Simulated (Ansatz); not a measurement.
Run this with Ansatz 0.2.0 through its Python package and show what comes out.

`al3cu.py`:
```python
# -*- coding: utf-8 -*-
'''Density of Al3Cu less that of its sublattices.'''

import warnings

import ansatz as az
import numpy as np

vectors0 = np.array([
    [2.778405, 0.0, 0.0],
    [0.0, 2.778405, 0.0],
    [0.0, 0.0, 7.513403],
])
sites = [
    ('Al', [0.0, 0.0, 0.5]),
    ('Al', [0.5, 0.5, 0.226116]),
    ('Al', [0.5, 0.5, 0.773884]),
    ('Cu', [0.0, 0.0, 0.0]),
]


def make_crystal(cell):
    crystal = az.Crystal(lattice=az.Lattice.of(cell))
    for symbol, position in sites:
        crystal = crystal.atom(symbol, position)
    return crystal


def main():
    warnings.simplefilter('ignore', az.DeckWarning)

    # same cell, cutoff and mesh for the crystal and its parts
    def solve(crystal):
        return (
            crystal.calculation()
            .occupations('Marzari-Vanderbilt', width=100 * az.meV)
            .functional('lda')
            .basis(460, grid_basis='typed')
            .kpoints(8, 8, 3)
            .density()
            .run(threads=1)
        )


    whole = solve(make_crystal(vectors0))
    difference = whole.density().channels[0].density_e_per_ang3.copy()
    binding = whole.report['free_energy_ev']
    for element in ['Al', 'Cu']:
        part = az.Crystal(lattice=az.Lattice.of(vectors0))
        for symbol, position in sites:
            if symbol == element:
                part = part.atom(symbol, position)
        alone = solve(part)
        difference -= alone.density().channels[0].density_e_per_ang3
        binding -= alone.report['free_energy_ev']
        print(f'{element} sublattice: {alone.report["n_electrons"]:g} electrons, {alone.report["n_iterations"]} iterations')

    voxel = abs(np.linalg.det(vectors0)) / difference.size
    print(f'energy of the crystal less its unpolarised sublattices: {binding / len(sites):.4f} eV/atom')
    print(f'net charge of the difference {difference.sum() * voxel:.5f} e, charge rearranged {0.5 * np.abs(difference).sum() * voxel:.3f} e')
    print(f'extremes {difference.min():.4f} and {difference.max():.4f} e/A^3')
    for (symbol, position) in sites:
        index = tuple(int(round(p * n)) % n for p, n in zip(position, difference.shape))
        print(f'  change of the pseudo-density at the grid point nearest {symbol}: {difference[index]:+.4f} e/A^3')


if __name__ == '__main__':
    main()
```

Output of `python al3cu.py`:
```text
Al sublattice: 9 electrons, 7 iterations
Cu sublattice: 19 electrons, 7 iterations
energy of the crystal less its unpolarised sublattices: -0.8259 eV/atom
net charge of the difference 0.00000 e, charge rearranged 0.377 e
extremes -0.5524 and 0.0437 e/A^3
  change of the pseudo-density at the grid point nearest Al: +0.0009 e/A^3
  change of the pseudo-density at the grid point nearest Al: -0.0139 e/A^3
  change of the pseudo-density at the grid point nearest Al: -0.0139 e/A^3
  change of the pseudo-density at the grid point nearest Cu: -0.5524 e/A^3
```

Caveats:
- For a metal this k-point mesh is coarse: on a finer one energies can move by several to tens of meV an atom and pressures by half a GPa or more, differences at one mesh by less.
- Grid values close to the nuclei reflect the PAW or pseudopotential construction, not the all-electron fields.
- This cell is a computed structure, which may not be the phase found in nature.
- Charge moved counts every rearrangement, bonding and polarisation too, and is no transfer between atoms; the bare sublattices are artificial references. Values near the nuclei depend on the potentials.
- Wall time of the script: 3.3 s on 1 thread of Arm Neoverse V2, on a shared host, peak memory 0.38 GiB.
